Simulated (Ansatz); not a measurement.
# HfSi+ (sextet): from Hartree-Fock to the top rungs, def2-TZVPP

The task here is to estimate one member of a computed series from the others.

Computed with Ansatz 0.2.0, Gaussian basis. Level: def2-TZVPP, core rule «outside noble gas», up to 9 orbitals frozen.

The runs, in order: UHF; ROHF; CCSD(T) on UHF.

## The geometry

The geometry is a PBE0/def2-TZVP stationary point (not a proven minimum) of the parent state, kept for this charge and spin. No spin-orbit coupling is included. Elements past krypton take def2 core potentials.

2 atoms, charge 1, spin multiplicity 6.

Atoms are counted from 1 here; the program's logs count them from 0.

Bond lengths: Hf1–Si2 2.513 Å.

The first run:

File in.yaml:

```yaml
crystal:
  periodic: [false, false, false]
  atoms:
    - {symbol: Hf, position_ang: [0.000000, 0.000000, 0.000000]}
    - {symbol: Si, position_ang: [0.000000, 0.000000, 2.513200]}
basis:
  gaussian: {orbitals: def2-TZVPP}
total_charge: 1
magnetization: {spin_polarized: true, initial_magnetization: 5}
hamiltonian: {xc: hf}
output: {orbitals: {seedname: orbitals}}
```

The run is started by

```sh
$ ansatz run in.yaml --threads 1 --pin off --events-out ev --progress --plain --max-ram 4096MiB --backend cpu
```

Steps of the session up to this table: UHF; ROHF; CCSD(T) on UHF.

One of the session's tables, all rows but one given; the rest of the session is left out.

| method | from UCCSD(T) (meV) |
| --- | --- |
| ROHF | +3605.2 |
| UHF | +3485.1 |
| UMP2 | +731.2 |
| UCCSD | ? |
| UCCSD(T) | 0 |

Estimate the missing values for UCCSD.

The run gave: from UCCSD(T) (meV): +203.7. In the column «from UCCSD(T) (meV)» it lies between UCCSD(T) (0) and UMP2 (+731.2).
